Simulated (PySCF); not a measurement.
# PbH2: the SCF solver's settings

The same problem is solved with other solver options, one edit a run.

Program: PySCF 2.14.0. Level of theory: method and basis as typed in the scripts. These are calculated values, not measurements.

## 1. Where the work starts

PbH2: 3 atoms, charge 0, spin multiplicity 1.

Bond lengths: Pb1–H2 1.843 Å, Pb1–H3 1.843 Å. Angles: H2–Pb1–H3 90.1°.

## 2. The run that the others are compared with

Contents of input.py:

```python
from pyscf import gto, scf, mcscf

mol = gto.M(
    atom='Pb 0 0 -0.0125; H 1.3046 0 1.289; H -1.3046 0 1.289',
    basis='lanl2dz',
    ecp={'Pb': 'lanl2dz'},
    charge=0,
    spin=0,
    symmetry=True,
    verbose=4,
)
mf = scf.RHF(mol)
mf.kernel()
mc = mcscf.CASCI(mf, 8, 6)
mc.kernel()
mc.analyze()
mf.dip_moment()
print('orbital energies (hartree):', mf.mo_energy[..., max(0, mol.nelec[1]-3):mol.nelec[0]+3].round(4))
```

Command:

```console
> OMP_NUM_THREADS=1 python input.py
```

The log of this run is left out.

## 3. DIIS space 4

Variant 1 changes DIIS space: default → 4.

input.py, as its differences from that of step 2:

```diff
@@ -12,2 +12,3 @@
 mf = scf.RHF(mol)
+mf.diis_space = 4
 mf.kernel()
```

## 4. Initial guess 1e

Variant 2 changes initial guess: minao → 1e.

input.py, as its differences from that of step 2:

```diff
@@ -12,2 +12,3 @@
 mf = scf.RHF(mol)
+mf.init_guess = '1e'
 mf.kernel()
```

## 5. Second-order solver on

Variant 3 changes second-order solver: off → on.

input.py, as its differences from that of step 2:

```diff
@@ -12,2 +12,3 @@
 mf = scf.RHF(mol)
+mf = mf.newton()
 mf.kernel()
```

## 6. Initial guess core

Variant 4 changes initial guess: minao → core.

input.py, as its differences from that of step 2:

```diff
@@ -12,2 +12,3 @@
 mf = scf.RHF(mol)
+mf.init_guess = 'core'
 mf.kernel()
```

Before running it: what results should come out? Wanted: for each run, E(SCF); from base; gap; SCF dipole; after the SCF.

The runs gave:

```tsv
run	E(SCF) (hartree)	from base (eV)	cycles	gap (eV)	SCF dipole (D)	after the SCF
base	-4.449269	0	7	8.67	1.48	CASCI correlation -0.829 eV
DIIS space 4	-4.449269	0.0000	7	8.67	1.48	CASCI correlation -0.829 eV
initial guess 1e	-4.449269	0.0000	6	8.67	1.48	CASCI correlation -0.829 eV
second-order solver on	-4.449269	0.0000	4 macro	8.67	1.48	CASCI correlation -0.829 eV
initial guess core	-4.449269	0.0000	7	8.67	1.48	CASCI correlation -0.829 eV
```

Distance from each run's final energy (log10 hartree) by cycle:

```tsv
run	cycle 1	cycle 2	cycle 3	cycle 5	cycle 8	cycle 12
base	-1.6	-3.3	-4.5	-7.7	done	done
DIIS space 4	-1.6	-3.3	-4.5	-7.7	done	done
initial guess 1e	-2.2	-3.6	-5.1	-9.1	done	done
second-order solver on	-2.8	-6.0	< -11	done	done	done
initial guess core	-1.6	-3.3	-4.5	-7.7	done	done
```

**Reading.** No change of the SCF energy comes from DIIS space 4 or initial guess 1e or second-order solver on or initial guess core. PySCF falls back to minao for a guess that it doesn't know or can't read, so that run repeats the base. With DIIS space 4, initial guess 1e, initial guess core the path hardly changes: 6 to 7 cycles against 7.
